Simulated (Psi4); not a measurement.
**CH4ClGe (SMILES [CH3][GeH][Cl]) at UB2PLYP/cc-pVDZ (density fitting with def2-universal-jkfit, density fitting for correlation, sweep point 1)**

What is the energy change on altering one bond length of CH4ClGe at UB2PLYP/cc-pVDZ (density fitting with def2-universal-jkfit, density fitting for correlation, sweep point 1)? 

Program for the calculation: Psi4 1.11.

**1. Starting point**

CH4ClGe has 7 atoms, charge 0, and is taken as a doublet. As SMILES, `[CH3][GeH][Cl]`. The shape is that of a PBE0-D4/def2-TZVP optimisation.

Bond lengths: C1–Ge2 1.957 Å, Ge2–Cl3 2.169 Å, C1–H4 1.092 Å, C1–H5 1.089 Å, C1–H6 1.091 Å, Ge2–H7 1.553 Å. Angles: C1–Ge2–Cl3 107.0°, C1–Ge2–H7 112.6°, Cl3–Ge2–H7 105.6°, Ge2–C1–H4 108.6°, Ge2–C1–H5 110.0°, Ge2–C1–H6 109.8°, H4–C1–H5 109.4°, H4–C1–H6 109.5°, H5–C1–H6 109.6°.

**2. The energy at UB2PLYP/cc-pVDZ (density fitting with def2-universal-jkfit, density fitting for correlation, sweep point 1)**

Contents of input.dat:

```
memory 1.6 GB

molecule geom {
  0 2
  C     -0.733100     0.438400    -0.261900
  Ge     0.705400    -0.885500    -0.183100
  Cl     1.017000    -1.361700     1.909500
  H     -0.433400     1.314500     0.317300
  H     -1.646200     0.021400     0.160800
  H     -0.909900     0.729400    -1.298200
  H      2.061400    -0.324500    -0.690100
  symmetry c1
}

set {
  basis cc-pVDZ
  reference uks
  puream true
  scf_type df
  dft_radial_points 99
  dft_spherical_points 590
  num_frozen_docc 15
  maxiter 100
  df_basis_scf def2-universal-jkfit
}

e_tot = energy("b2plyp")
print_variables()
```

Launch:

```sh
psi4 -n 1 input.dat output.dat
```

output.dat:

```text
[...]
  Running in c1 symmetry.
[...]
  Nuclear repulsion =  253.359726229940179
[...]
  Multiplicity = 2
[...]
  Nalpha       = 30
  Nbeta        = 29
[...]
    Number of basis functions: 79
[...]
   @DF-UKS iter   1: -2576.28240279401962   -3.45735e+00   1.42493e-02 DIIS/ADIIS
[...]
   @DF-UKS iter  10: -2576.95727304239426   -2.76468e-08   4.68473e-07 DIIS
[...]
   @S^2 Observed:                7.524102829E-01
[...]
    Orbital Energies [Eh]
    ---------------------
    Alpha Occupied:
       1A   -401.531229     2A   -102.896367     3A    -50.830506
       4A    -45.172552     5A    -45.171200     6A    -45.170043
       7A    -10.638299     8A     -9.894110     9A     -7.532676
      10A     -7.528222    11A     -7.527189    12A     -6.667651
      13A     -4.758943    14A     -4.756251    15A     -4.752310
      16A     -1.431319    17A     -1.429144    18A     -1.426423
      19A     -1.425488    20A     -1.423790    21A     -0.919419
      22A     -0.820904    23A     -0.600925    24A     -0.493824
      25A     -0.492602    26A     -0.421677    27A     -0.411201
      28A     -0.383583    29A     -0.355211    30A     -0.264269
    Alpha Virtual:
[...]
  @DF-UKS Final Energy: -2576.95727304239426
   => Energetics <=
    Nuclear Repulsion Energy =            253.3597262299401791
    One-Electron Energy =               -4088.3034892068844783
    Two-Electron Energy =                1312.3518427611497827
    DFT Exchange-Correlation Energy =     -54.3653528265994339
    Empirical Dispersion Energy =           0.0000000000000000
    VV10 Nonlocal Energy =                  0.0000000000000000
    Total Energy =                      -2576.9572730423942630
  UHF NO Occupations:
  HONO-2 :   28  A 1.9998363
  HONO-1 :   29  A 1.9992364
[...]
 Multipole Moments:
 ------------------------------------------------------------------------------------
     Multipole            Electronic (a.u.)      Nuclear  (a.u.)        Total (a.u.)
 ------------------------------------------------------------------------------------
 L = 1.  Multiply by 2.5417464519 to convert [e a0] to [Debye]
 Dipole X            :          3.9261131           -4.3315621           -0.4054490
 Dipole Y            :         -5.1914782            5.6270475            0.4355693
 Dipole Z            :         -1.9405843            1.0954611           -0.8451231
 Magnitude           :                                                    1.0336066
[...]
```

It took 24 s on 1 thread of Intel Xeon Platinum 8259CL at 2.50GHz (Skylake/Cascade Lake), shared host; peak memory 1.2 GiB.

**3. The distorted shape**

Contents of job.in:

```
memory 1600 mb

molecule {
  0 2
  C     -0.982382     0.819363    -1.935995
  Ge     0.456118    -0.504537    -1.857195
  Cl     1.017000    -1.361700     1.909500
  H     -0.682682     1.695463    -1.356795
  H     -1.895482     0.402363    -1.513295
  H     -1.159182     1.110363    -2.972295
  H      1.812118     0.056463    -2.364195
  units angstrom
  symmetry c1
}

set globals {
  basis                cc-pVDZ
  reference            uks
  puream               true
  scf_type             df
  dft_radial_points    99
  dft_spherical_points 590
  num_frozen_docc      15
  maxiter              100
  df_basis_scf         def2-universal-jkfit
}

result = energy("b2plyp")
print_variables()
```

Launch:

```sh
psi4 job.in job.out -n 1
```

job.out:

```text
[...]
  Running in c1 symmetry.
[...]
  Nuclear repulsion =  186.144078100907876
[...]
  Multiplicity = 2
[...]
  Nalpha       = 30
  Nbeta        = 29
[...]
    Number of basis functions: 79
[...]
   @DF-UKS iter   1: -2576.31737848450666   -3.95333e+00   1.28613e-02 DIIS/ADIIS
[...]
   @DF-UKS iter  19: -2576.85200892929925   -2.54004e-08   2.39947e-07 DIIS
[...]
   @S^2 Observed:                9.464963767E-01
[...]
    Orbital Energies [Eh]
    ---------------------
    Alpha Occupied:
       1A   -401.537867     2A   -102.912675     3A    -50.837071
       4A    -45.179381     5A    -45.176854     6A    -45.176435
       7A    -10.643334     8A     -9.904761     9A     -7.555465
      10A     -7.535481    11A     -7.535453    12A     -6.670581
      13A     -4.764411    14A     -4.755111    15A     -4.754478
      16A     -1.435284    17A     -1.431496    18A     -1.430822
      19A     -1.424970    20A     -1.422394    21A     -0.904061
      22A     -0.829590    23A     -0.588701    24A     -0.499077
      25A     -0.496701    26A     -0.412345    27A     -0.401765
      28A     -0.361663    29A     -0.361359    30A     -0.282761
    Alpha Virtual:
[...]
  @DF-UKS Final Energy: -2576.85200892929925
   => Energetics <=
    Nuclear Repulsion Energy =            186.1440781009078762
    One-Electron Energy =               -3953.7145981372082133
    Two-Electron Energy =                1245.0292873595280980
    DFT Exchange-Correlation Energy =     -54.3107762525270701
    Empirical Dispersion Energy =           0.0000000000000000
    VV10 Nonlocal Energy =                  0.0000000000000000
    Total Energy =                      -2576.8520089292992452
  UHF NO Occupations:
  HONO-2 :   28  A 1.9990321
  HONO-1 :   29  A 1.8981460
[...]
 Multipole Moments:
 ------------------------------------------------------------------------------------
     Multipole            Electronic (a.u.)      Nuclear  (a.u.)        Total (a.u.)
 ------------------------------------------------------------------------------------
 L = 1.  Multiply by 2.5417464519 to convert [e a0] to [Debye]
 Dipole X            :          3.6060219           -4.1034172           -0.4973952
 Dipole Y            :         -4.5213308            5.2783870            0.7570562
 Dipole Z            :         -4.0756303            2.6276065           -1.4480238
 Magnitude           :                                                    1.7080132
[...]
```

It took 33 s on 1 thread of Intel Xeon Platinum 8259CL at 2.50GHz (Skylake/Cascade Lake), shared host; peak memory 1.1 GiB.

**4. What came out**

Level: UB2PLYP/cc-pVDZ (density fitting with def2-universal-jkfit, density fitting for correlation, sweep point 1), 15 core orbitals frozen.

```
                                                                 quantity           value
                                                first shape: total energy  -2577.08328 Eh
    first shape: HOMO energy (SCF part's orbitals) (highest over α and β)        -7.19 eV
     first shape: LUMO energy (SCF part's orbitals) (lowest over α and β)        -1.66 eV
                                                        first shape: ⟨S²⟩           0.752
                                            distorted shape: total energy  -2576.97236 Eh
distorted shape: HOMO energy (SCF part's orbitals) (highest over α and β)        -7.07 eV
 distorted shape: LUMO energy (SCF part's orbitals) (lowest over α and β)        -3.73 eV
                                                    distorted shape: ⟨S²⟩           0.946
      energy change with the Ge2–Cl3 bond stretched from 2.169 to 3.903 Å        3.018 eV
```

What this shows: With the Ge2–Cl3 bond stretched from 2.169 to 3.903 Å the energy rises by 3.02 eV (291 kJ/mol). The first shape isn't relaxed at this level, so the change isn't measured from a minimum. ⟨S²⟩ (distorted shape) is 0.95 where a pure doublet has 0.75: the reference is spin-contaminated.
